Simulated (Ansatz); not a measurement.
**NiPt: how the settings move a single-point run**

How sensitive is a single-point run of NiPt to its settings? A reference run comes first, then one run with altered input.

Computed with Ansatz 0.2.0 (reference: DFT, LDA, PAW with Ansatz's default frozen-core files, scalar-relativistic, unless a step's input says otherwise).

### Step 1. The starting structure

Symmetry: P4/mmm, No. 123, tetragonal system. The conventional cell has a = 2.710 Å, b = 2.710 Å, c = 3.578 Å, α = 90.00°, β = 90.00°, γ = 90.00°. Ni (site symmetry 4/mmm) has 8 Pt at 2.62 Å and 4 Ni at 2.71 Å as nearest neighbours. Pt (site symmetry 4/mmm) has 8 Ni at 2.62 Å and 4 Pt at 2.71 Å as nearest neighbours.

As a file:

```cif
data_structure
_symmetry_space_group_name_H-M 'P 1'
_symmetry_Int_Tables_number 1
_cell_length_a 2.7099
_cell_length_b 2.7099
_cell_length_c 3.5783
_cell_angle_alpha 90.000
_cell_angle_beta 90.000
_cell_angle_gamma 90.000
_cell_volume 26.28
loop_
_atom_site_label
_atom_site_type_symbol
_atom_site_fract_x
_atom_site_fract_y
_atom_site_fract_z
_atom_site_occupancy
Ni1 Ni 0.50000 0.50000 0.50000 1
Pt1 Pt 0.00000 0.00000 0.00000 1
```

### Step 2. Baseline

The input, input.yaml:

```yaml
crystal:
  lattice:
    - [2.7099397941, 0.0, 0.0]
    - [0.0, 2.7099397941, 0.0]
    - [0.0, 0.0, 3.57832]
  atoms:
    - { symbol: Ni, position: [0.5, 0.5, 0.5], spin: 1.5 }
    - { symbol: Pt, position: [0.0, 0.0, 0.0], spin: -0.6 }
magnetization:
  spin_polarized: true
kpoints:
  mp_grid: { grid: [11, 11, 8] }
scf:
  occupations: { method: fermi_dirac, width: 0.1 }
  lower_state_search: "off"
hamiltonian:
  xc: lda
  pseudopotentials: { kind: paw }
output:
  forces: true
  stress: true
  eigenvalues: true
  populations: true
  write_density: true
  write_potential: true
  elf: true
  volumetric_format: npy
```

Run with:

```
> ansatz run input.yaml --threads 1 --pin off --max-ram 3072MiB --backend cpu --events-out ev --progress --plain --runs-dir out
```

### Step 3. Changed: xc r2scan

input.yaml: that of step 2 with these lines changed.

```diff
@@ -16,3 +16,3 @@
 hamiltonian:
-  xc: lda
+  xc: r2scan
   pseudopotentials: { kind: paw }
@@ -23,5 +23 @@
   populations: true
-  write_density: true
-  write_potential: true
-  elf: true
-  volumetric_format: npy
```

**Question.** What will these runs give? Wanted: for each run, ending; energy change; pressure; abs. moment; force.

As calculated:

| run | ending | energy change | pressure (GPa) | abs. moment (μB) | force (eV/Å) | cycles | time |
| --- | --- | --- | --- | --- | --- | --- | --- |
| reference | converged | - | -12.4 | 0.65 | 0.00 | 19 | 16 s |
| 1: xc r2scan | converged | not comparable | -0.4 | 1.45 | 0.00 | 22 | 46 s |

Times don't compare one to one where runs were asked for different outputs or read a saved state (see the inputs); cycles may leave out searches for a lower state.

Residual by cycle in the longest SCF loop of each run; runs are numbered as in the table. The quantity is the density residual dr2, in eV.

```
cycle  reference    run 1
    1       25.2       24
    3      0.563    0.326
    5    0.00381   0.0213
    7     9.6e-5  0.00244
    9     2.2e-4  0.00115
   11     4.6e-5   4.4e-5
   12    0.00125   3.1e-5
   14     2.6e-5   1.5e-4
   16     7.7e-8   5.5e-5
   18    4.8e-10   1.2e-6
   20          -   7.6e-8
   22          -   9.1e-9
```

**Reading.** A change of functional puts the total energy on another scale; the pressure goes from -12.4 to -0.4 GPa and the absolute moment goes from 0.65 to 1.45 μB. At this fixed cell a higher pressure means that this functional prefers a larger volume than the reference. The structure is not at rest: the sound run finds -12 GPa, so these are no properties of the relaxed crystal. 
